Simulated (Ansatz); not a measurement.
# CH7B2FSi (SMILES BCB[SiH2]F) at 6 levels

Wanted: a comparison of 6 runs (HF/STO-3G, HF/aug-cc-pVDZ, B3LYP/6-31G*, PBE0/def2-SVP, r2SCAN/def2-SVP) of CH7B2FSi. 

Program for the calculation: Ansatz 0.2.0.

3 further runs of the same task are left out: 1 that didn't finish, 2 set aside as unsound or not needed.

## (1) The molecule

CH7B2FSi has 12 atoms, charge 0, and is taken as a singlet. As SMILES, `BCB[SiH2]F`. The shape is that of a PBE0-D4/def2-TZVP optimisation. This is one conformer, not always the lowest.

Bond lengths: B1–C2 1.549 Å, C2–B3 1.557 Å, B3–Si4 2.008 Å, Si4–F5 1.607 Å, B1–H6 1.197 Å, B1–H7 1.196 Å, C2–H8 1.090 Å, C2–H9 1.107 Å, B3–H10 1.198 Å, Si4–H11 1.491 Å, Si4–H12 1.491 Å. Some angles: B1–C2–B3 108.3°, C2–B3–Si4 119.0°, B3–Si4–F5 114.0°, B1–C2–H8 116.0°, B1–C2–H9 104.7°, B3–C2–H8 115.6°, B3–C2–H9 99.2°, C2–B1–H6 121.1°, C2–B1–H7 119.6°, C2–B3–H10 118.6°.

## (2) Energy and gradient at HF/STO-3G (run 1)

Input file job.yaml:

```yaml
crystal:
  periodic: [false, false, false]
  atoms:
    - symbol: B
      position_ang: [-0.096800, 1.580400, 1.453500]
    - symbol: C
      position_ang: [0.294300, 0.130800, 1.074300]
    - symbol: B
      position_ang: [0.540500, 0.076900, -0.461800]
    - symbol: Si
      position_ang: [-0.419900, -1.308700, -1.552200]
    - symbol: F
      position_ang: [-0.070700, -1.264600, -3.120400]
    - symbol: H
      position_ang: [-1.195800, 1.841100, 1.848600]
    - symbol: H
      position_ang: [0.699900, 2.462200, 1.316500]
    - symbol: H
      position_ang: [-0.342600, -0.657200, 1.476800]
    - symbol: H
      position_ang: [1.338400, 0.021300, 1.425400]
    - symbol: H
      position_ang: [1.303700, 0.861800, -0.948600]
    - symbol: H
      position_ang: [-0.080300, -2.673800, -1.059300]
    - symbol: H
      position_ang: [-1.893800, -1.125500, -1.418800]
basis:
  gaussian:
    orbitals: STO-3G
accuracy: high
output: {forces: true, orbitals: {seedname: orbitals}}
hamiltonian:
  xc: hf
```

The run is started by

```console
ansatz run job.yaml --threads 1 --pin off --max-ram 2610MiB --events-out events.jsonl --progress --plain --runs-dir runs
```

What it wrote, shortened:

```text
Warning: RAYON_NUM_THREADS=1 ignored (pool sized by the plan → 1); use --threads N
Functional definition: HF
  name "HF"
[...]
749 factors; integrals over basis functions are off by at most 4.0e-8 eV
[...]
mean field -12894.30184463 eV, -473.8568527184 hartree, gradient 2.6e-8 eV, S^2 0.000000; 0 other end points of the search recorded, 0 dependent functions left out
[...]
reference -12894.30184463 eV, -473.8568527184 hartree; 23, 23 occupied and 13, 13 virtual orbitals, 749 factors
Total energy: -12894.30184463 eV, -473.8568527184 hartree
Atom 0 at    -0.096800     1.580400     1.453500 Å, force    -0.637605     1.305371     0.463627 eV/Å
Atom 1 at     0.294300     0.130800     1.074300 Å, force     1.125737     0.008745     0.297355 eV/Å
Atom 2 at     0.540500     0.076900    -0.461800 Å, force    -0.051726    -0.147820    -1.406173 eV/Å
Atom 3 at    -0.419900    -1.308700    -1.552200 Å, force    -1.033103    -0.826333     1.721152 eV/Å
Atom 4 at    -0.070700    -1.264600    -3.120400 Å, force     0.217823     0.060619    -0.845056 eV/Å
Atom 5 at    -1.195800     1.841100     1.848600 Å, force     1.072540    -0.158811    -0.368505 eV/Å
Atom 6 at     0.699900     2.462200     1.316500 Å, force    -0.809159    -0.831792     0.164938 eV/Å
Atom 7 at    -0.342600    -0.657200     1.476800 Å, force     0.290922     0.318146    -0.124230 eV/Å
Atom 8 at     1.338400     0.021300     1.425400 Å, force    -0.683482    -0.263440     0.203036 eV/Å
Atom 9 at     1.303700     0.861800    -0.948600 Å, force    -0.753197    -0.787273     0.503672 eV/Å
Atom 10 at    -0.080300    -2.673800    -1.059300 Å, force    -0.403178     1.538611    -0.506328 eV/Å
Atom 11 at    -1.893800    -1.125500    -1.418800 Å, force     1.664428    -0.216024    -0.103487 eV/Å
Dipole moment:     0.070608    -0.013614     0.281146 e Å
```

Wall time 3.3 s (1 thread of Intel Xeon at 2.50GHz (Skylake/Cascade Lake), shared host).

## (3) Energy and forces at HF/aug-cc-pVDZ (run 2)

Input file molecule.yaml:

```yaml
basis:
  gaussian:
    orbitals: aug-cc-pVDZ.json
crystal:
  periodic: [false, false, false]
  atoms:
    - {symbol: B, position_ang: [-0.096800, 1.580400, 1.453500]}
    - {symbol: C, position_ang: [0.294300, 0.130800, 1.074300]}
    - {symbol: B, position_ang: [0.540500, 0.076900, -0.461800]}
    - {symbol: Si, position_ang: [-0.419900, -1.308700, -1.552200]}
    - {symbol: F, position_ang: [-0.070700, -1.264600, -3.120400]}
    - {symbol: H, position_ang: [-1.195800, 1.841100, 1.848600]}
    - {symbol: H, position_ang: [0.699900, 2.462200, 1.316500]}
    - {symbol: H, position_ang: [-0.342600, -0.657200, 1.476800]}
    - {symbol: H, position_ang: [1.338400, 0.021300, 1.425400]}
    - {symbol: H, position_ang: [1.303700, 0.861800, -0.948600]}
    - {symbol: H, position_ang: [-0.080300, -2.673800, -1.059300]}
    - {symbol: H, position_ang: [-1.893800, -1.125500, -1.418800]}
magnetization:
  spin_polarized: false
  initial_magnetization: 0
hamiltonian:
  xc: hf
output: {forces: true}
```

The basis set aug-cc-pVDZ is read from a file made from the Basis Set Exchange's data (not shown).

The run is started by

```console
ansatz run molecule.yaml --threads 1 --pin off --max-ram 2610MiB --events-out events.jsonl --progress --plain --runs-dir runs
```

What it wrote, shortened:

```text
Warning: RAYON_NUM_THREADS=1 ignored (pool sized by the plan → 1); use --threads N
[... 2 set-up lines as earlier in the session ...]
[...]
1770 factors; integrals over basis functions are off by at most 6.5e-4 eV
[...]
mean field -13053.91849021 eV, -479.7226562513 hartree, gradient 1.4e-5 eV, S^2 0.000000; 0 other end points of the search recorded, 0 dependent functions left out
[...]
reference -13053.91849021 eV, -479.7226562513 hartree; 23, 23 occupied and 159, 159 virtual orbitals, 1770 factors
Total energy: -13053.91849021 eV, -479.7226562513 hartree
Atom 0 at    -0.096800     1.580400     1.453500 Å, force    -0.232481     0.352545     0.253730 eV/Å
Atom 1 at     0.294300     0.130800     1.074300 Å, force     0.357513    -0.203781     0.220915 eV/Å
Atom 2 at     0.540500     0.076900    -0.461800 Å, force     0.188935     0.108364    -0.322745 eV/Å
Atom 3 at    -0.419900    -1.308700    -1.552200 Å, force    -0.432062    -0.385341     0.650118 eV/Å
Atom 4 at    -0.070700    -1.264600    -3.120400 Å, force     0.182023     0.024490    -0.828520 eV/Å
Atom 5 at    -1.195800     1.841100     1.848600 Å, force    -0.052647     0.077749     0.034891 eV/Å
Atom 6 at     0.699900     2.462200     1.316500 Å, force     0.014070     0.064464     0.007565 eV/Å
Atom 7 at    -0.342600    -0.657200     1.476800 Å, force     0.057200     0.066404    -0.001161 eV/Å
Atom 8 at     1.338400     0.021300     1.425400 Å, force    -0.126905    -0.134904     0.102965 eV/Å
Atom 9 at     1.303700     0.861800    -0.948600 Å, force     0.019360     0.025042    -0.015007 eV/Å
Atom 10 at    -0.080300    -2.673800    -1.059300 Å, force     0.005883     0.005171    -0.051699 eV/Å
Atom 11 at    -1.893800    -1.125500    -1.418800 Å, force     0.019109    -0.000203    -0.051052 eV/Å
Dipole moment:     0.072070     0.016013     0.442172 e Å
```

It took 19 s on 1 thread of Intel Xeon at 2.50GHz (Skylake/Cascade Lake), shared host; peak memory 0.49 GiB.

## (4) Energy and gradient at B3LYP/6-31G(d) (spherical functions) (run 3)

Input file in.yaml:

```yaml
crystal:
  periodic: [false, false, false]
  atoms:
    - {symbol: B, position_ang: [-0.096800, 1.580400, 1.453500]}
    - {symbol: C, position_ang: [0.294300, 0.130800, 1.074300]}
    - {symbol: B, position_ang: [0.540500, 0.076900, -0.461800]}
    - {symbol: Si, position_ang: [-0.419900, -1.308700, -1.552200]}
    - {symbol: F, position_ang: [-0.070700, -1.264600, -3.120400]}
    - {symbol: H, position_ang: [-1.195800, 1.841100, 1.848600]}
    - {symbol: H, position_ang: [0.699900, 2.462200, 1.316500]}
    - {symbol: H, position_ang: [-0.342600, -0.657200, 1.476800]}
    - {symbol: H, position_ang: [1.338400, 0.021300, 1.425400]}
    - {symbol: H, position_ang: [1.303700, 0.861800, -0.948600]}
    - {symbol: H, position_ang: [-0.080300, -2.673800, -1.059300]}
    - {symbol: H, position_ang: [-1.893800, -1.125500, -1.418800]}
basis:
  gaussian: {orbitals: 6-31G_st_-spherical.json}
hamiltonian: {xc: {name: B3LYP}}
accuracy: high
output: {forces: true, orbitals: {seedname: orbitals}}
```

The basis set 6-31G* is read from a file made from the Basis Set Exchange's data (not shown).

The run is started by

```console
ansatz run in.yaml --threads 1 --pin off --max-ram 2610MiB --events-out events.jsonl --progress --plain --runs-dir runs
```

What it wrote, shortened:

```text
Warning: RAYON_NUM_THREADS=1 ignored (pool sized by the plan → 1); use --threads N
Functional definition: B3LYP
  name "B3LYP"
[...]
2140 factors; integrals over basis functions are off by at most 9.2e-9 eV
[...]
mean field -13098.66786279 eV, -481.3671653615 hartree, gradient 7.0e-8 eV, S^2 0.000000; 0 other end points of the search recorded, 0 dependent functions left out
[...]
reference -13098.66790853 eV, -481.3671670426 hartree; 23, 23 occupied and 65, 65 virtual orbitals, 2140 factors
Total energy: -13098.66790853 eV, -481.3671670426 hartree
Atom 0 at    -0.096800     1.580400     1.453500 Å, force    -0.080968     0.214264     0.095586 eV/Å
Atom 1 at     0.294300     0.130800     1.074300 Å, force     0.116829    -0.035847     0.053333 eV/Å
Atom 2 at     0.540500     0.076900    -0.461800 Å, force     0.034053     0.016843    -0.185284 eV/Å
Atom 3 at    -0.419900    -1.308700    -1.552200 Å, force    -0.147124    -0.086276     0.337252 eV/Å
Atom 4 at    -0.070700    -1.264600    -3.120400 Å, force     0.154929     0.037224    -0.609715 eV/Å
Atom 5 at    -1.195800     1.841100     1.848600 Å, force    -0.002047     0.023686    -0.001886 eV/Å
Atom 6 at     0.699900     2.462200     1.316500 Å, force    -0.017421     0.011383     0.014777 eV/Å
Atom 7 at    -0.342600    -0.657200     1.476800 Å, force    -0.049859    -0.085076     0.079143 eV/Å
Atom 8 at     1.338400     0.021300     1.425400 Å, force     0.044673    -0.047490     0.070099 eV/Å
Atom 9 at     1.303700     0.861800    -0.948600 Å, force    -0.001673    -0.015274     0.009960 eV/Å
Atom 10 at    -0.080300    -2.673800    -1.059300 Å, force     0.005285    -0.043130     0.074784 eV/Å
Atom 11 at    -1.893800    -1.125500    -1.418800 Å, force    -0.056678     0.009694     0.061951 eV/Å
Dipole moment:     0.087752    -0.023481     0.406035 e Å
```

Run time: 28 s. Hardware: 1 thread of Intel Xeon at 2.50GHz (Skylake/Cascade Lake), shared host.

Runs 4 to 5 aren't shown in full; the table further down has their settings and results.

## (5) Energy and gradient at r2SCAN/def2-SVP (run 6)

in.yaml: that of step 4 with these lines changed.

```diff
@@ -16,4 +16,6 @@
 basis:
-  gaussian: {orbitals: 6-31G_st_-spherical.json}
-hamiltonian: {xc: {name: B3LYP}}
+  gaussian:
+    orbitals: def2-SVP
+hamiltonian:
+  xc: r2scan
 accuracy: high
```

The run is started by

```console
ansatz run in.yaml --threads 1 --pin off --max-ram 2610MiB --events-out events.jsonl --progress --plain --runs-dir runs
```

What it wrote, shortened:

```text
Warning: RAYON_NUM_THREADS=1 ignored (pool sized by the plan → 1); use --threads N
Functional definition: r2SCAN
  name "r2SCAN"
[...]
2557 factors; integrals over basis functions are off by at most 9.8e-9 eV
[...]
mean field -13088.19732126 eV, -480.9823800576 hartree, gradient 7.9e-8 eV, S^2 0.000000; 0 other end points of the search recorded, 0 dependent functions left out
[...]
reference -13088.19732217 eV, -480.9823800909 hartree; 23, 23 occupied and 86, 86 virtual orbitals, 2557 factors
Total energy: -13088.19732217 eV, -480.9823800909 hartree
Atom 0 at    -0.096800     1.580400     1.453500 Å, force     0.066206    -0.104938    -0.032954 eV/Å
Atom 1 at     0.294300     0.130800     1.074300 Å, force    -0.066463     0.047049    -0.051296 eV/Å
Atom 2 at     0.540500     0.076900    -0.461800 Å, force    -0.142705    -0.155120     0.012591 eV/Å
Atom 3 at    -0.419900    -1.308700    -1.552200 Å, force    -0.138056     0.034918     0.814762 eV/Å
Atom 4 at    -0.070700    -1.264600    -3.120400 Å, force     0.230261     0.041174    -0.965388 eV/Å
Atom 5 at    -1.195800     1.841100     1.848600 Å, force    -0.275782     0.059426     0.088547 eV/Å
Atom 6 at     0.699900     2.462200     1.316500 Å, force     0.193545     0.222303    -0.025794 eV/Å
Atom 7 at    -0.342600    -0.657200     1.476800 Å, force    -0.196700    -0.245477     0.127409 eV/Å
Atom 8 at     1.338400     0.021300     1.425400 Å, force     0.240772     0.006842     0.051746 eV/Å
Atom 9 at     1.303700     0.861800    -0.948600 Å, force     0.193066     0.189253    -0.136028 eV/Å
Atom 10 at    -0.080300    -2.673800    -1.059300 Å, force     0.030278    -0.117701     0.074335 eV/Å
Atom 11 at    -1.893800    -1.125500    -1.418800 Å, force    -0.134423     0.022272     0.042070 eV/Å
Dipole moment:     0.088841    -0.026122     0.405110 e Å
```

Wall time 38 s (1 thread of Intel Xeon at 2.50GHz (Skylake/Cascade Lake), shared host); peak memory 0.4 GiB.

## (6) The series

| run | level | accuracy | Cartesian functions | energy (Eh) | dipole moment (D) | HOMO energy (eV) | LUMO energy (eV) | wall time |
| --- | --- | --- | --- | --- | --- | --- | --- | --- |
| 1 | HF/STO-3G | high | no | -473.856853 | 1.39 | -8.71 | 5.87 | 3.3 s |
| 2 | HF/aug-cc-pVDZ | medium | no | -479.722656 | 2.15 | – | – | 19 s |
| 3 | B3LYP/6-31G* (spherical functions) | high | no | -481.367167 | 2.00 | -7.66 | -2.24 | 28 s |
| 4 | B3LYP/6-31G* (Cartesian functions) | high | yes | -481.371704 | 2.00 | -7.66 | -2.24 | 26 s |
| 5 | PBE0/def2-SVP | high | no | -480.773645 | 2.06 | -8.05 | -2.34 | 34 s |
| 6 | r2SCAN/def2-SVP | high | no | -480.982380 | 2.00 | -7.06 | -3.00 | 38 s |

## (7) Outcome

```
                       quantity          value
            run 6: total energy  -480.98238 Eh
           run 6: dipole moment         2.00 D
             run 6: HOMO energy       -7.06 eV
             run 6: LUMO energy       -3.00 eV
           run 6: HOMO–LUMO gap        4.06 eV
run 6: largest force on an atom     0.993 eV/Å
```

**Reading.** The dipole moment (its size) runs from 1.39 D (HF/STO-3G) to 2.15 D (HF/aug-cc-pVDZ). Over runs 1, 3, 4, 5, 6 the HOMO–LUMO gap runs from 4.06 eV (r2SCAN/def2-SVP) to 14.59 eV (HF/STO-3G). The two ends differ in method and basis. Totals of different functionals can't be ranked against each other. In run 1 the basis is minimal, so the values are rough. All runs together took 2.5 min, the longest 38 s.
